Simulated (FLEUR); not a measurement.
A run of FLEUR MaX-R8.1 (later development tree) is set up as follows.

inp.xml

```xml
<?xml version="1.0" encoding="UTF-8" standalone="no"?>
<fleurInput fleurInputVersion="0.39">
   <comment>
      HPbNO4                                                                                              
   </comment>
   <calculationSetup>
      <cutoffs Kmax="6.3" Gmax="27" GmaxXC="27" numbands="0"/>
      <scfLoop itmax="60" minDistance="0.0001" maxIterBroyd="15" imix="Anderson" alpha="0.05" precondParam="0.0" spinf="2.0" sdNocoIR="T"/>
      <coreElectrons ctail="T" frcor="F" kcrel="0" coretail_lmax="0"/>
      <xcFunctional name="pbe" relativisticCorrections="F"/>
      <magnetism jspins="1"/>
      <soc l_soc="F" theta="0.0" phi="0.0" spav="F"/>
      <expertModes spex="0" secvar="F"/>
      <geometryOptimization l_f="F" forcealpha="1.0" forcemix="BFGS" epsdisp="0.00001" epsforce="0.00001"/>
      <ldaU l_linMix="F" mixParam="0.05" spinf="1.0"/>
   </calculationSetup>
   <cell>
      <bzIntegration valenceElectrons="50.0" mode="hist" fermiSmearingEnergy="0.00183747">
         <kPointListSelection listName="default-1"/>
         <!-- k-points included here -->
         <xi:include xmlns:xi="http://www.w3.org/2001/XInclude" href="kpts.xml"> </xi:include>
      </bzIntegration>
      <!-- symmetry operations included here -->
      <xi:include xmlns:xi="http://www.w3.org/2001/XInclude" href="sym.xml"> </xi:include>
      <bulkLattice scale="1.0">
         <bravaisMatrix>
            <row-1>    7.2830800732533838     0.2718182057624640     0.1703021183489520</row-1>
            <row-2>   -0.4784786547487199    10.4444784961417074     0.3112567899828660</row-2>
            <row-3>   -0.9107913002734620    -3.6418801873291198    10.8097058642431492</row-3>
         </bravaisMatrix>
      </bulkLattice>
   </cell>
   <atomSpecies>
      <species name="Hydrogen (H)" element="H" atomicNumber="1">
         <mtSphere radius="0.75" gridPoints="249" logIncrement="0.031"/>
         <atomicCutoffs lmax="8" lnonsphr="8"/>
         <electronConfig flipSpins="F">
[... 39 lines left out ...]
         <mtSphere radius="0.97" gridPoints="321" logIncrement="0.032"/>
         <atomicCutoffs lmax="8" lnonsphr="8"/>
         <electronConfig flipSpins="F">
            <coreConfig>(1s1/2)</coreConfig>
            <valenceConfig>(2s1/2) (2p1/2) (2p3/2)</valenceConfig>
            <stateOccupation state="(2p1/2)" spinUp="0.666667" spinDown="0.666667"/>
            <stateOccupation state="(2p3/2)" spinUp="1.333333" spinDown="1.333333"/>
         </electronConfig>
         <energyParameters s="2" p="2" d="3" f="4"/>
         <lo type="SCLO" l="0" n="2" eDeriv="2"/>
         <lo type="SCLO" l="1" n="2" eDeriv="2"/>
         <lo type="SCLO" l="2" n="3" eDeriv="2"/>
      </species>
   </atomSpecies>
   <atomGroups>
      <atomGroup species="Hydrogen (H)">
         <relPos label="                   1">.1091300000 -.3428200000 -.4553700000</relPos>
         <force calculate="T" relaxXYZ="TTT"/>
      </atomGroup>
      <atomGroup species="Lead (Pb)">
         <relPos label="                   2">-.3897100000 -.4787300000 .1510000000</relPos>
         <force calculate="T" relaxXYZ="TTT"/>
      </atomGroup>
      <atomGroup species="Nitrogen (N)">
         <relPos label="                   3">-.0842000000 -.0373700000 -.0413300000</relPos>
         <force calculate="T" relaxXYZ="TTT"/>
      </atomGroup>
      <atomGroup species="Oxygen (O)">
         <relPos label="                   4">.0138400000 .1363900000 -.1191600000</relPos>
         <force calculate="T" relaxXYZ="TTT"/>
      </atomGroup>
      <atomGroup species="Oxygen (O)">
         <relPos label="                   5">-.2760200000 .0105700000 .1285800000</relPos>
         <force calculate="T" relaxXYZ="TTT"/>
      </atomGroup>
      <atomGroup species="Oxygen (O)">
         <relPos label="                   6">.0038900000 -.2626800000 -.1295700000</relPos>
         <force calculate="T" relaxXYZ="TTT"/>
      </atomGroup>
      <atomGroup species="Oxygen (O)">
         <relPos label="                   7">.1192700000 -.4067600000 .3765100000</relPos>
         <force calculate="T" relaxXYZ="TTT"/>
      </atomGroup>
   </atomGroups>
   <output dos="F" band="F" slice="F">
      <checks vchk="F" cdinf="F"/>
      <bandDOS minEnergy="-.5*Htr" maxEnergy="0.5*Htr" sigma="0.015" storeEVData="T"/>
      <vacuumDOS vacdos="F" integ="F" star="F" nstars="0" locx1="0.0" locy1="0.0" locx2="0.0" locy2="0.0" nstm="0" tworkf="0.0"/>
      <unfoldingBand unfoldBand="F" supercellX="1" supercellY="1" supercellZ="1"/>
      <plotting iplot="0" polar="F">
         <plot TwoD="T" vec1="  1.0  0.0  0.0" vec2="  0.0  1.0  0.0" vec3="  0.0  0.0  1.0" zero="  0.0  0.0  0.0" file="plot"/>
      </plotting>
      <chargeDensitySlicing numkpt="0" minEigenval="0.0" maxEigenval="0.0" nnne="0" pallst="F"/>
      <specialOutput eonly="F"/>
      <moessbauerParams electricFieldGradient="T" isomerShift="T" coreHyperfine="T" valenceHyperfine="T"/>
      <magneticCircularDichroism mcd="F" energyLo="-10.0" energyUp="0.0"/>
   </output>
  <!-- We include the file relax.xml here to enable relaxations (see documentation) -->
  <xi:include xmlns:xi="http://www.w3.org/2001/XInclude" href="relax.xml"> <xi:fallback/> </xi:include>
</fleurInput>
```

The input crystal.txt:

```
HPbNO4
&input cartesian=F /
3.8540400000  0.1438400000  0.0901200000
-0.2532000000  5.5269800000  0.1647100000
-0.4819700000  -1.9272000000  5.7202500000
1.8897261246
1.0 1.0 1.0

7
1 0.1091300000  0.6571800000  0.5446300000
82 0.6102900000  0.5212700000  0.1510000000
7 0.9158000000  0.9626300000  0.9586700000
8 0.0138400000  0.1363900000  0.8808400000
8 0.7239800000  0.0105700000  0.1285800000
8 0.0038900000  0.7373200000  0.8704300000
8 0.1192700000  0.5932400000  0.3765100000

&kpt div1=4 div2=3 div3=3 gamma=T /
```

Contents of inp.xml (dos):

```
<?xml version="1.0" encoding="UTF-8" standalone="no"?>
<fleurInput fleurInputVersion="0.39">
   <comment>
      HPbNO4                                                                                              
   </comment>
   <calculationSetup>
      <cutoffs Kmax="6.3" Gmax="27" GmaxXC="27" numbands="0"/>
      <scfLoop itmax="60" minDistance="0.0001" maxIterBroyd="15" imix="Anderson" alpha="0.05" precondParam="0.0" spinf="2.0" sdNocoIR="T"/>
      <coreElectrons ctail="T" frcor="F" kcrel="0" coretail_lmax="0"/>
      <xcFunctional name="pbe" relativisticCorrections="F"/>
      <magnetism jspins="1"/>
      <soc l_soc="F" theta="0.0" phi="0.0" spav="F"/>
      <expertModes spex="0" secvar="F"/>
      <geometryOptimization l_f="F" forcealpha="1.0" forcemix="BFGS" epsdisp="0.00001" epsforce="0.00001"/>
      <ldaU l_linMix="F" mixParam="0.05" spinf="1.0"/>
   </calculationSetup>
   <cell>
      <bzIntegration valenceElectrons="50.0" mode="hist" fermiSmearingEnergy="0.00183747">
         <kPointListSelection listName="default-1"/>
         <!-- k-points included here -->
         <xi:include xmlns:xi="http://www.w3.org/2001/XInclude" href="kpts.xml"> </xi:include>
      </bzIntegration>
      <!-- symmetry operations included here -->
      <xi:include xmlns:xi="http://www.w3.org/2001/XInclude" href="sym.xml"> </xi:include>
      <bulkLattice scale="1.0">
         <bravaisMatrix>
            <row-1>    7.2830800732533838     0.2718182057624640     0.1703021183489520</row-1>
            <row-2>   -0.4784786547487199    10.4444784961417074     0.3112567899828660</row-2>
            <row-3>   -0.9107913002734620    -3.6418801873291198    10.8097058642431492</row-3>
         </bravaisMatrix>
      </bulkLattice>
   </cell>
   <atomSpecies>
      <species name="Hydrogen (H)" element="H" atomicNumber="1">
         <mtSphere radius="0.75" gridPoints="249" logIncrement="0.031"/>
         <atomicCutoffs lmax="8" lnonsphr="8"/>
         <electronConfig flipSpins="F">
[... 39 lines left out ...]
         <mtSphere radius="0.97" gridPoints="321" logIncrement="0.032"/>
         <atomicCutoffs lmax="8" lnonsphr="8"/>
         <electronConfig flipSpins="F">
            <coreConfig>(1s1/2)</coreConfig>
            <valenceConfig>(2s1/2) (2p1/2) (2p3/2)</valenceConfig>
            <stateOccupation state="(2p1/2)" spinUp="0.666667" spinDown="0.666667"/>
            <stateOccupation state="(2p3/2)" spinUp="1.333333" spinDown="1.333333"/>
         </electronConfig>
         <energyParameters s="2" p="2" d="3" f="4"/>
         <lo type="SCLO" l="0" n="2" eDeriv="2"/>
         <lo type="SCLO" l="1" n="2" eDeriv="2"/>
         <lo type="SCLO" l="2" n="3" eDeriv="2"/>
      </species>
   </atomSpecies>
   <atomGroups>
      <atomGroup species="Hydrogen (H)">
         <relPos label="                   1">.1091300000 -.3428200000 -.4553700000</relPos>
         <force calculate="T" relaxXYZ="TTT"/>
      </atomGroup>
      <atomGroup species="Lead (Pb)">
         <relPos label="                   2">-.3897100000 -.4787300000 .1510000000</relPos>
         <force calculate="T" relaxXYZ="TTT"/>
      </atomGroup>
      <atomGroup species="Nitrogen (N)">
         <relPos label="                   3">-.0842000000 -.0373700000 -.0413300000</relPos>
         <force calculate="T" relaxXYZ="TTT"/>
      </atomGroup>
      <atomGroup species="Oxygen (O)">
         <relPos label="                   4">.0138400000 .1363900000 -.1191600000</relPos>
         <force calculate="T" relaxXYZ="TTT"/>
      </atomGroup>
      <atomGroup species="Oxygen (O)">
         <relPos label="                   5">-.2760200000 .0105700000 .1285800000</relPos>
         <force calculate="T" relaxXYZ="TTT"/>
      </atomGroup>
      <atomGroup species="Oxygen (O)">
         <relPos label="                   6">.0038900000 -.2626800000 -.1295700000</relPos>
         <force calculate="T" relaxXYZ="TTT"/>
      </atomGroup>
      <atomGroup species="Oxygen (O)">
         <relPos label="                   7">.1192700000 -.4067600000 .3765100000</relPos>
         <force calculate="T" relaxXYZ="TTT"/>
      </atomGroup>
   </atomGroups>
   <output dos="T" band="F" slice="F">
      <checks vchk="F" cdinf="F"/>
      <bandDOS minEnergy="-0.8*Htr" maxEnergy="0.5*Htr" sigma="0.005" storeEVData="T"/>
      <vacuumDOS vacdos="F" integ="F" star="F" nstars="0" locx1="0.0" locy1="0.0" locx2="0.0" locy2="0.0" nstm="0" tworkf="0.0"/>
      <unfoldingBand unfoldBand="F" supercellX="1" supercellY="1" supercellZ="1"/>
      <plotting iplot="0" polar="F">
         <plot TwoD="T" vec1="  1.0  0.0  0.0" vec2="  0.0  1.0  0.0" vec3="  0.0  0.0  1.0" zero="  0.0  0.0  0.0" file="plot"/>
      </plotting>
      <chargeDensitySlicing numkpt="0" minEigenval="0.0" maxEigenval="0.0" nnne="0" pallst="F"/>
      <specialOutput eonly="F"/>
      <moessbauerParams electricFieldGradient="T" isomerShift="T" coreHyperfine="T" valenceHyperfine="T"/>
      <magneticCircularDichroism mcd="F" energyLo="-10.0" energyUp="0.0"/>
   </output>
  <!-- We include the file relax.xml here to enable relaxations (see documentation) -->
  <xi:include xmlns:xi="http://www.w3.org/2001/XInclude" href="relax.xml"> <xi:fallback/> </xi:include>
</fleurInput>
```

Potentials or basis: all-electron, FLAPW.

Launch:

```bash
$ inpgen -f crystal.txt -profile fastHighL
$ # inp.xml edited to the form shown
$ mpirun -n 8 fleur_MPI -pe_per_kpt 1
$ mpirun -n 8 fleur_MPI -pe_per_kpt 1   # second run, on inp.xml (dos)
```

(1) What does it give for the band gap on the k mesh?

Results:

(1) 3.24 eV, indirect (least direct gap 3.33 eV).

Caveat: the plane-wave cutoff is short for the small spheres of the light atoms, so energies, forces and moduli aren't converged; spin-orbit coupling is left out, which as a rule narrows the gap of such compounds by several tenths of an eV; an odd mesh through Γ misses points on the zone boundary, where band edges often lie.
